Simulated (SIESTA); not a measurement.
**Cu2Sn2Pd under changes of volume**

One of the cells (19.023 Å³/atom); the others are scaled copies at fixed shape and fractional positions:

```xyz
5
Lattice="4.4451 0.0000 0.0000 -2.2226 3.8496 0.0000 0.0000 0.0000 5.5584" Properties=species:S:1:pos:R:3 pbc="T T T"
Sn    2.2226    1.2832    4.4232
Sn    0.0000    2.5664    1.1352
Pd    0.0000    0.0000    2.7792
Cu    2.2226    1.2832    1.6545
Cu    0.0000    2.5664    3.9039
```

The cell comes from a database or a generator and needn't be the stable form of this composition.

| Item | Value |
| --- | --- |
| Program | SIESTA 5.4.2 |
| Functional | PBEsol |
| Potentials or basis | PseudoDojo 0.4 standard (PBEsol files) |
| Basis | DZP (energy shift 0.003 Ry; two zetas on semicore shells) |
| Grid cutoff | 800 Ry |
| Energy shift | 0.003 Ry |
| k mesh | 7 × 7 × 5 |
| Occupations | fermi-dirac, width 0.05 eV |
| Spin | no spin polarisation |

| volume (Å³/atom) | energy over the lowest point (meV/atom) | pressure (GPa) | largest force (eV/Å) |
| --- | --- | --- | --- |
| 17.531 | ? | ? | ? |
| 17.904 | 0.00 | -0.4 | 0.274 |
| 18.277 | 3.42 | -2.5 | 0.185 |
| 19.023 | 22.76 | -5.7 | 0.216 |
| 19.396 | 37.84 | -7.2 | 0.243 |
| 19.769 | 55.98 | -8.4 | 0.257 |

**Question.** What does the run at 17.531 Å³/atom give?

**Answer.** Energy over the lowest point 1.49 meV/atom; pressure 1.9 GPa; largest force 0.383 eV/Å.

Worked out: A Birch-Murnaghan fit of order 3 (a polynomial in V^(-2/3)) to the other rows has its minimum at 17.82 Å³/atom, just outside them, with B0 = V·E''(V) = 102 GPa and B' = 4.4 at fixed shape and positions, which overstates the stiffness. It gives 1.43 meV/atom at 17.531 Å³/atom, against the run's 1.49, and -dE/dV = 1.7 GPa, against 1.9.

Energies are extrapolated to zero smearing.

Caveats: short orbitals over semicore shells can move pressures by several GPa; the basis of atomic orbitals isn't converged, which shifts pressures, moduli and gaps.
